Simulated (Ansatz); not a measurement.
**F2H2S2Ti: up Jacob's ladder to CCSD(T)**

The task here is to estimate one member of a computed series from the others.

The runs use Ansatz 0.2.0, Gaussian basis; functionals in def2-TZVPP, the program's frozen cores in correlated methods.

The runs, in order: LDA (SPW92), PBE-D4, revPBE-D4, BLYP-D4, r2SCAN-D4, B97M-V, PBE0-D4, B3LYP-D4, r2SCANh-D4, r2SCAN0-D4, HSE06-D4, BHLYP-D4, CAM-B3LYP-D4, LC-ωPBE, ωB97X-V, ωB97M-V, B2PLYP, PBE-QIDH; CCSD(T)/def2-SVP; CCSD(T)/def2-TZVPP; MP2/def2-QZVPP; extrapolation to the limit; RPA on PBE.

## The geometry

All runs share one geometry, relaxed beforehand with PBE0-D4 in a triple-zeta def2 set.

SMILES `[F][Ti]([F])([SH])[SH]`, 7 atoms, charge 0, spin multiplicity 1.

Atoms are counted from 1 here; the program's logs count them from 0.

Bond lengths: F1–Ti2 1.742 Å, Ti2–F3 1.742 Å, Ti2–S4 2.276 Å, Ti2–S5 2.276 Å, S4–H6 1.348 Å, S5–H7 1.348 Å. Angles: F1–Ti2–F3 116.2°, F1–Ti2–S4 111.4°, F1–Ti2–S5 104.3°, F3–Ti2–S4 104.3°, F3–Ti2–S5 111.5°, S4–Ti2–S5 109.1°, Ti2–S4–H6 91.2°, Ti2–S5–H7 91.2°.

The first run:

Input file in.yaml:

```yaml
crystal:
  periodic: [false, false, false]
  atoms:
    - {symbol: F, position_ang: [-0.369566, -2.120835, -0.183845]}
    - {symbol: Ti, position_ang: [0.233945, -0.548456, 0.261462]}
    - {symbol: F, position_ang: [1.483441, -0.520632, 1.475067]}
    - {symbol: S, position_ang: [-1.415488, 0.763408, 1.120693]}
    - {symbol: S, position_ang: [0.957331, 0.353419, -1.698931]}
    - {symbol: H, position_ang: [-2.195691, 0.534457, 0.045430]}
    - {symbol: H, position_ang: [1.367227, 1.470638, -1.065577]}
basis:
  gaussian: {orbitals: def2-TZVPP}
hamiltonian: {xc: lda}
output: {orbitals: {seedname: orbitals}}
```

Steps of the session up to this table: LDA; PBE-D4 (GGA); revPBE-D4 (GGA); BLYP-D4 (GGA); r2SCAN-D4 (meta-GGA); B97M-V (meta-GGA); PBE0-D4 (hybrid); B3LYP-D4 (hybrid); r2SCANh-D4 (hybrid); r2SCAN0-D4 (hybrid); HSE06-D4 (hybrid); BHLYP-D4 (hybrid); CAM-B3LYP-D4 (range-separated); LC-ωPBE-D4 (range-separated; the results give it without D4); ωB97X-V (range-separated); ωB97M-V (range-separated); B2PLYP (double hybrid); PBE-QIDH (double hybrid).

One table of the session follows, with a row left open; its other results are not shown here.

It belongs to the step «Frontier levels by functional». 

```
  functional  HOMO (eV)  LUMO (eV)  gap (eV)
 LDA (SPW92)      -6.84      -4.35      2.49
      PBE-D4      -6.68      -4.09      2.59
   revPBE-D4      -6.62      -4.00      2.62
     BLYP-D4      -6.52      -3.97      2.55
   r2SCAN-D4          ?          ?         ?
      B97M-V      -7.04      -3.99      3.05
     PBE0-D4      -7.88      -3.11      4.77
    B3LYP-D4      -7.64      -3.36      4.28
  r2SCANh-D4      -7.42      -3.64      3.78
  r2SCAN0-D4      -8.08      -3.06      5.02
    HSE06-D4      -7.48      -3.49      3.99
    BHLYP-D4      -8.93      -1.99      6.94
CAM-B3LYP-D4      -9.14      -2.01      7.13
     LC-ωPBE     -10.48      -0.95      9.53
     ωB97X-V     -10.12      -0.92      9.20
     ωB97M-V      -9.96      -0.89      9.06
```

Q: Estimate the row for r2SCAN-D4 from the others.

Worked estimate for «HOMO (eV)». Against the share of exact exchange, r2SCANh-D4 (0.1, -7.42), r2SCAN0-D4 (0.25, -8.08) give a slope of -4.40 per unit share; at 0 the line stands at -6.98.

The run gave: HOMO (eV): -6.98; LUMO (eV): -4.03; gap (eV): 2.95. In «HOMO (eV)» the line misses by 0.00.
